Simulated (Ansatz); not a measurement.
# PbF2: the cost of one run

Computed with Ansatz 0.2.0 (reference: DFT, PBE, plane waves, PAW, unless a step's input says otherwise).

3 further runs of the same task are left out: 1 for a known fault of the program, 2 that didn't finish.

## (1) The system as given

The structure is cubic, space group Fm-3m (No. 225). Conventional cell: a = 5.921 Å, b = 5.921 Å, c = 5.921 Å, α = 90.00°, β = 90.00°, γ = 90.00°. Pb (site symmetry m-3m) has 8 F at 2.56 Å as nearest neighbours. Around F (site symmetry -43m) lie 4 Pb at 2.56 Å.

Coordinates:

```xyz
3
Lattice="0.0000 2.9604 2.9604 2.9604 0.0000 2.9604 2.9604 2.9604 0.0000" Properties=species:S:1:pos:R:3 pbc="T T T"
Pb    0.0000    0.0000    0.0000
F     1.4802    1.4802    1.4802
F     4.4407    4.4407    4.4407
```

## (2) The reference run

input.yaml reads:

```yaml
crystal:
  lattice:
    - [0.0, 2.9604390429, 2.9604390429]
    - [2.9604390429, 0.0, 2.9604390429]
    - [2.9604390429, 2.9604390429, 0.0]
  atoms:
    - { symbol: Pb, position: [0.0, 0.0, 0.0] }
    - { symbol: F, position: [0.25, 0.25, 0.25] }
    - { symbol: F, position: [0.75, 0.75, 0.75] }
kpoints:
  mp_grid: { grid: [6, 6, 6] }
hamiltonian:
  xc: pbe
scf:
  occupations: { method: fixed }
  n_extra_bands: 4
output:
  forces: true
  stress: true
  eigenvalues: true
  write_density: true
  write_potential: true
  elf: true
  volumetric_format: npy
```

Run with:

```console
ansatz run input.yaml --threads 4 --pin off --max-ram 3686MiB --backend cpu --events-out ev --progress --plain --runs-dir out
```

**Question.** How long does this run take on 4 threads of an x86-64 CPU, shared host, and how much memory does it need?

About 3 s, with a peak of 0.34 GiB.
